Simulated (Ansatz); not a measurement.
Predict the output of the script below (the Python package of Ansatz (0.2.0)).

`POSCAR_yir2`
```text
YIr2
1.0
   0.00000000    3.76200000    3.76200000
   3.76200000    0.00000000    3.76200000
   3.76200000    3.76200000    0.00000000
Y Ir
2 4
Direct
   0.00000000    0.00000000    0.00000000
   0.25000000    0.25000000    0.25000000
   0.62500000    0.62500000    0.62500000
   0.12500000    0.62500000    0.62500000
   0.62500000    0.62500000    0.12500000
   0.62500000    0.12500000    0.62500000
```

`xc.py`:
```python
'''Functional comparison for YIr2 (totals differ with the potentials too).'''

import argparse
import csv
import logging
import sys

import ansatz
from ase.io import read

logging.basicConfig(stream=sys.stdout, format='%(levelname)s %(message)s')
logger = logging.getLogger('yir2')
logger.setLevel(logging.INFO)

parser = argparse.ArgumentParser(description='Functional comparison for YIr2 (totals differ with the potentials too).')
parser.add_argument('--smearing-width', type=float, required=True, help='smearing width (eV)')
args = parser.parse_args()


def main() -> None:
    atoms = read('POSCAR_yir2', format='vasp')
    cell = ansatz.Crystal.from_ase(atoms)

    calc = (
        cell.calculation()
        .pseudopotentials('paw')
        .kpoints(6)
        .occupations(ansatz.OccupationsMethod.COLD, width=args.smearing_width)
        .stress()
    )

    rows = []
    for value in ['blyp', 'lda', 'pbesol']:
        report = calc.functional(value).run().report
        rows.append((value, report['free_energy_ev'] / len(report['lattice']['sites']), report['n_iterations'], sum(report['stress_gpa'][i][i] for i in range(3)) / 3, report['n_kpoints']))

    with open('xc.csv', 'w', newline='') as handle:
        writer = csv.writer(handle)
        writer.writerow(['functional', 'F/atom (eV)', 'iterations', 'P (GPa)', 'k-points'])
        writer.writerows([round(v, 5) if isinstance(v, float) else v for v in row] for row in rows)
    print(open('xc.csv').read())


if __name__ == '__main__':
    main()
```

`python xc.py --smearing-width 0.1` gives:
```text
DeckWarning: basis.ecutwfc = 420 eV, auto-derived from the records' recommended cutoffs: set by Y (normal level)
functional,F/atom (eV),iterations,P (GPa),k-points
blyp,-9261.74457,6,13.6919,16
lda,-9024.91312,6,-6.75875,16
pbesol,-9131.83052,6,-2.52807,16
```
(Warnings from the package without file and line.)

From lowest to highest: LDA (-6.8 GPa), PBEsol (-2.5 GPa) and BLYP (13.7 GPa). At a fixed cell a lower pressure usually means a smaller equilibrium volume, so LDA prefers the smallest cell and BLYP the largest.

BLYP can be off by several per cent in the lattices of metals, and by several GPa in the pressure at a fixed cell. The mesh is modest for a metal, so energies can be off by several to tens of meV an atom and pressures by half a GPa or more; differences at equal mesh fare better. Pressure is positive in compression. Spin-orbit coupling, which matters for elements this heavy, is left out. The starting cell is as deposited in a crystallographic database; the results hold for this polymorph, which needn't be the stable one. Total energies of different functionals can't be compared; pressures, moments and gaps at this one structure can. The whole script took 12 s on 1 thread of Intel(R) Xeon(R) Platinum 8259CL CPU @ 2.50GHz (Skylake/Cascade Lake), on a shared host, peak memory 0.55 GiB.
